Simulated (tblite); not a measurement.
# C5H14FGeN: the cost of one run

The runs use tblite 0.8.0 and PySCF 2.14.0, with density-fitted response routines of our own; the level of theory stands in each step. All values are computed, except where a source is named. Atoms are numbered from 0 throughout.

## 1. The starting structure

22 atoms, charge 0, multiplicity 1; geometry from: force field or distance geometry start.

Bonds of the start (Å): C0–C1 1.49, C1–C2 1.52, C2–F3 1.36, C2–Ge4 1.94, Ge4–N5 1.83, N5–C6 1.43, N5–C7 1.44, C0–H8 1.11, C0–H9 1.12, C0–H10 1.11, C1–H11 1.14, C1–H12 1.08, C2–H13 1.11, Ge4–H14 1.56, Ge4–H15 1.54, C6–H16 1.13, C6–H17 1.09, C6–H18 1.11, C7–H19 1.11, C7–H20 1.12, C7–H21 1.11.

## 2. Relaxing the molecule with GFN2-xTB

The job: settings as JSON, then the geometry in Å.

```
{"job": {"kind": "relax", "xc": "GFN2-xTB", "basis": "xTB"}, "charge": 0, "multiplicity": 1}
C     -3.047100     0.531500    -0.210700
C     -2.465800    -0.833000    -0.043500
C     -1.040700    -0.809100     0.495400
F     -0.536000    -2.069300     0.633100
Ge     0.180900     0.169400    -0.648000
N      1.792500     0.161100     0.219100
C      2.390000     1.443800     0.420200
C      2.689900    -0.888400    -0.171600
H     -2.404100     1.334800     0.203900
H     -4.022500     0.582900     0.341000
H     -3.248600     0.655900    -1.290700
H     -3.070800    -1.329100     0.780700
H     -2.490300    -1.476000    -0.910200
H     -0.990100    -0.326500     1.498200
H     -0.362800     1.600900    -0.945400
H      0.355800    -0.517800    -2.019700
H      1.917200     1.887700     1.348900
H      2.230800     2.166300    -0.374700
H      3.463100     1.353700     0.695800
H      3.038300    -0.763100    -1.212900
H      2.092200    -1.830400    -0.135400
H      3.517600    -1.025800     0.554900
```

Command:

```bash
OMP_NUM_THREADS=1 python probes_run.py task.json out
```

This one command runs all jobs of the session in turn.

**Question.** How long does this first job take on 1 thread of Arm Neoverse V1, shared host, and how much memory does it need?

About 2.1 s, with a peak of 0.18 GiB.
